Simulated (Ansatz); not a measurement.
# Zn12H: the cost of one run

Program: Ansatz 0.2.0. Level of theory: DFT PBE, plane waves, PAW, scalar-relativistic, no spin polarisation. These are calculated values, not measurements.

## (1) The structure to begin with

The cell holds 13 atoms (HZn12): a = 5.320 Å, b = 7.980 Å, c = 4.937 Å, α = 90.00°, β = 90.00°, γ = 120.00°.

As a file:

```cif
data_structure
_symmetry_space_group_name_H-M 'P 1'
_symmetry_Int_Tables_number 1
_cell_length_a 5.3200
_cell_length_b 7.9800
_cell_length_c 4.9370
_cell_angle_alpha 90.000
_cell_angle_beta 90.000
_cell_angle_gamma 120.000
_cell_volume 181.51
loop_
_atom_site_label
_atom_site_type_symbol
_atom_site_fract_x
_atom_site_fract_y
_atom_site_fract_z
_atom_site_occupancy
Zn1 Zn 0.00000 0.00000 0.00000 1
Zn2 Zn 0.16667 0.22222 0.50000 1
Zn3 Zn 0.00000 0.33333 0.00000 1
Zn4 Zn 0.16667 0.55556 0.50000 1
Zn5 Zn 0.00000 0.66667 0.00000 1
Zn6 Zn 0.16667 0.88889 0.50000 1
Zn7 Zn 0.50000 0.00000 0.00000 1
Zn8 Zn 0.66667 0.22222 0.50000 1
Zn9 Zn 0.50000 0.33333 0.00000 1
Zn10 Zn 0.66667 0.55556 0.50000 1
Zn11 Zn 0.50000 0.66667 0.00000 1
Zn12 Zn 0.66667 0.88889 0.50000 1
H1 H 0.83618 0.11434 0.76028 1
```

## (2) Relaxing end A

input.yaml reads:

```yaml
crystal:
  lattice:
    - [5.32, 0.0, 0.0]
    - [-3.99, 6.910883, 0.0]
    - [0.0, 0.0, 4.93696]
  atoms:
    - { symbol: Zn, position: [0.0, 0.0, 0.0] }
    - { symbol: Zn, position: [0.1666667, 0.2222222, 0.5] }
    - { symbol: Zn, position: [0.0, 0.3333333, 0.0] }
    - { symbol: Zn, position: [0.1666667, 0.5555556, 0.5] }
    - { symbol: Zn, position: [0.0, 0.6666667, 0.0] }
    - { symbol: Zn, position: [0.1666667, 0.8888889, 0.5] }
    - { symbol: Zn, position: [0.5, 0.0, 0.0] }
    - { symbol: Zn, position: [0.6666667, 0.2222222, 0.5] }
    - { symbol: Zn, position: [0.5, 0.3333333, 0.0] }
    - { symbol: Zn, position: [0.6666667, 0.5555556, 0.5] }
    - { symbol: Zn, position: [0.5, 0.6666667, 0.0] }
    - { symbol: Zn, position: [0.6666667, 0.8888889, 0.5] }
    - { symbol: H, position: [0.8361819, 0.1143404, 0.7602804] }
basis:
  ecutwfc: 420.0
kpoints:
  mp_grid: { grid: [4, 3, 3] }
hamiltonian:
  xc: pbe
scf:
  occupations: { method: gaussian, width: 0.15 }
  lower_state_search: "off"
relax:
  f_tol: 0.03
  max_steps: 60
  adjacent_minimum: "off"
```

Run with:

```console
> ansatz run input.yaml --threads 4 --pin off --max-ram 10240MiB --backend cpu --events-out ev --progress --plain --runs-dir out
```

What time and memory should one allow on 4 threads of Intel Xeon Platinum 8488C (Sapphire Rapids), shared host?

About 45 s, with a peak of 0.79 GiB.
